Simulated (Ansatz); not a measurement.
**BH3S (SMILES BS) at HF/STO-3G**

Aim: the electronic atomisation energy of BH3S at HF/STO-3G, from 4 runs. 

The calculation is run with Ansatz 0.2.0.

54 further runs of the same task are left out: 2 that didn't finish, 52 set aside as unsound or not needed.

## (1) The system as given

The species is BH3S (5 atoms), meant as a singlet with charge 0. As SMILES, `BS`. The coordinates come from a PBE0-D4/def2-TZVP relaxation.

Bond lengths: B1–S2 1.765 Å, B1–H3 1.192 Å, B1–H4 1.190 Å, S2–H5 1.344 Å. Angles: B1–S2–H5 99.2°, S2–B1–H3 115.8°, S2–B1–H4 121.4°, H3–B1–H4 122.7°.

## (2) A single-point energy at HF/STO-3G

in.yaml

```yaml
basis:
  gaussian:
    orbitals: STO-3G
crystal:
  periodic: [false, false, false]
  atoms:
    - {symbol: B, position_ang: [-0.392100, -0.421000, 0.088100]}
    - {symbol: S, position_ang: [0.161700, 1.236900, -0.154300]}
    - {symbol: H, position_ang: [-1.562900, -0.556400, 0.264200]}
    - {symbol: H, position_ang: [0.367100, -1.337600, 0.074200]}
    - {symbol: H, position_ang: [1.476100, 1.004400, -0.313600]}
magnetization:
  spin_polarized: false
  initial_magnetization: 0
hamiltonian:
  xc: hf
accuracy: high
```

Command:

```console
$ ansatz run in.yaml --threads 1 --pin off --max-ram 2610MiB --events-out events.jsonl --progress --plain --runs-dir runs
```

Standard output:

```text
Warning: RAYON_NUM_THREADS=1 ignored (pool sized by the plan → 1); use --threads N
Functional definition: HF
  name "HF"
  exchange = exact_x
  correlation = 0
287 factors; integrals over basis functions are off by at most 2.4e-8 eV
mean field evaluation 1: about -11408.7940 eV, gradient 1.4e1 eV
mean field evaluation 2: about -11408.8155 eV, gradient 1.4e1 eV
mean field evaluation 4: about -11409.7305 eV, gradient 1.1e0 eV
mean field evaluation 8: about -11409.7355 eV, gradient 1.1e-6 eV
mean field -11409.73550128 eV, -419.3000458757 hartree, gradient 4.7e-8 eV, S^2 0.000000; 0 other end points of the search recorded, 0 dependent functions left out
reference -11409.73550128 eV, -419.3000458757 hartree; 12, 12 occupied and 5, 5 virtual orbitals, 287 factors
Total energy: -11409.73550128 eV, -419.3000458757 hartree
```

Run time: 0.08 s. Hardware: 1 thread of Arm Neoverse V1, shared host.

## (3) The B atom at the same level

job.yaml

```yaml
crystal:
  periodic: [false, false, false]
  atoms:
    - symbol: B
      position_ang: [0.000000, 0.000000, 0.000000]
basis:
  gaussian:
    orbitals: STO-3G
magnetization:
  spin_polarized: true
  initial_magnetization: 1
hamiltonian:
  xc: hf
accuracy: high
```

Command:

```console
$ ansatz run job.yaml --threads 1 --pin off --max-ram 2610MiB --events-out events.jsonl --progress --plain --runs-dir runs
```

Standard output:

```text
Warning: RAYON_NUM_THREADS=1 ignored (pool sized by the plan → 1); use --threads N
[... 4 set-up lines as earlier in the session ...]
15 factors; integrals over basis functions are off by at most 8.9e-10 eV
mean field evaluation 1: about -657.1275 eV, gradient 2.3e-14 eV
mean field evaluation 2: about -655.6556 eV, gradient 5.8e0 eV
mean field evaluation 4: about -656.3328 eV, gradient 3.7e0 eV
mean field evaluation 8: about -657.1193 eV, gradient 1.7e-1 eV
mean field evaluation 16: about -655.6556 eV, gradient 5.8e0 eV
mean field -657.12745801 eV, -24.1489886649 hartree, gradient 0.0e0 eV, S^2 0.750000; 3 other end points of the search recorded, 0 dependent functions left out
reference -657.12745801 eV, -24.1489886649 hartree; 3, 2 occupied and 2, 3 virtual orbitals, 15 factors
Total energy: -657.12745801 eV, -24.1489886649 hartree
```

It took 0.04 s on 1 thread of Arm Neoverse V1, shared host.

## (4) The H atom at the same level

input.yaml

```yaml
basis:
  gaussian:
    orbitals: STO-3G
crystal:
  periodic: [false, false, false]
  atoms:
    - symbol: H
      position_ang: [0.000000, 0.000000, 0.000000]
magnetization:
  spin_polarized: true
  initial_magnetization: 1
hamiltonian:
  xc: hf
accuracy: high
```

Run the same way, it converges to -0.46658 Eh (log not shown).

## (5) The S atom, same level

molecule.yaml

```yaml
crystal:
  periodic: [false, false, false]
  atoms:
    - {symbol: S, position_ang: [0.000000, 0.000000, 0.000000]}
basis:
  gaussian:
    orbitals: STO-3G
magnetization:
  spin_polarized: true
  initial_magnetization: 2
hamiltonian:
  xc: hf
accuracy: high
```

Run the same way, it converges to -393.13022 Eh (log not shown).

## (6) Outcome

At HF/STO-3G:

| quantity | value |
| --- | --- |
| molecule: total energy | -419.30005 Eh |
| B atom: total energy | -24.14899 Eh |
| B atom: ⟨S²⟩ | 0.750 |
| H atom: total energy | -0.46658 Eh |
| H atom: ⟨S²⟩ | 0.750 |
| S atom: total energy | -393.13022 Eh |
| S atom: ⟨S²⟩ | 2.000 |
| electronic atomisation energy | 16.901 eV |

In words: Taking the molecule apart into free atoms costs 16.90 eV (390 kcal/mol), before zero-point energy and without spin-orbit coupling. Hartree–Fock lacks the correlation of the bonding pairs, which as a rule makes this value much too low; in minimal bases other errors can mask that. In a minimal basis such a difference can be off by several eV, whatever the method.
